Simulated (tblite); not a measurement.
# C3H9BrSi3: the cost of one run

Computed with tblite 0.8.0 and PySCF 2.14.0, with density-fitted response routines of our own, on a single molecule in the gas phase. Atoms count from 0, in the outputs and in this text.

**1. The molecule as given**

16 atoms, charge 0, multiplicity 1; geometry from: force field or distance geometry start.

Bonds of the start (Å): Si0–C1 1.84, C1–Si2 1.86, C1–C3 1.50, C3–C4 1.36, C4–Br5 1.94, C4–Si6 1.82, Si6–C1 1.82, Si0–H7 1.46, Si0–H8 1.48, Si0–H9 1.47, Si2–H10 1.46, Si2–H11 1.45, Si2–H12 1.48, C3–H13 1.08, Si6–H14 1.47, Si6–H15 1.47.

**2. Relaxing the molecule with GFN2-xTB**

What the job is given:

```
{"job": {"kind": "relax", "xc": "GFN2-xTB", "basis": "xTB"}, "charge": 0, "multiplicity": 1}
Si    -0.810100     1.738600    -0.015000
C      0.127100     0.155500     0.064000
Si     1.956600     0.289900     0.358600
C     -0.105500    -0.615800    -1.199900
C     -0.814400    -1.686500    -0.745700
Br    -1.596500    -3.243200    -1.592400
Si    -0.788800    -1.124800     0.981700
H     -1.322900     1.895700    -1.375500
H     -2.005800     1.692900     0.855900
H      0.023500     2.880800     0.384200
H      2.568900    -0.971000    -0.064600
H      2.249800     0.658100     1.729000
H      2.467800     1.346500    -0.536700
H      0.214300    -0.396300    -2.209200
H     -2.104400    -0.631400     1.418200
H     -0.067000    -1.980000     1.936000
```

On the command line:

```console
> OMP_NUM_THREADS=1 python probes_run.py task.json out
```

One launch serves the whole session: the jobs run in the order shown.

Q: Estimate the wall time and peak memory of this first job on 1 thread of Arm Neoverse V1, shared host.

About 1.3 s, with a peak of 0.18 GiB.
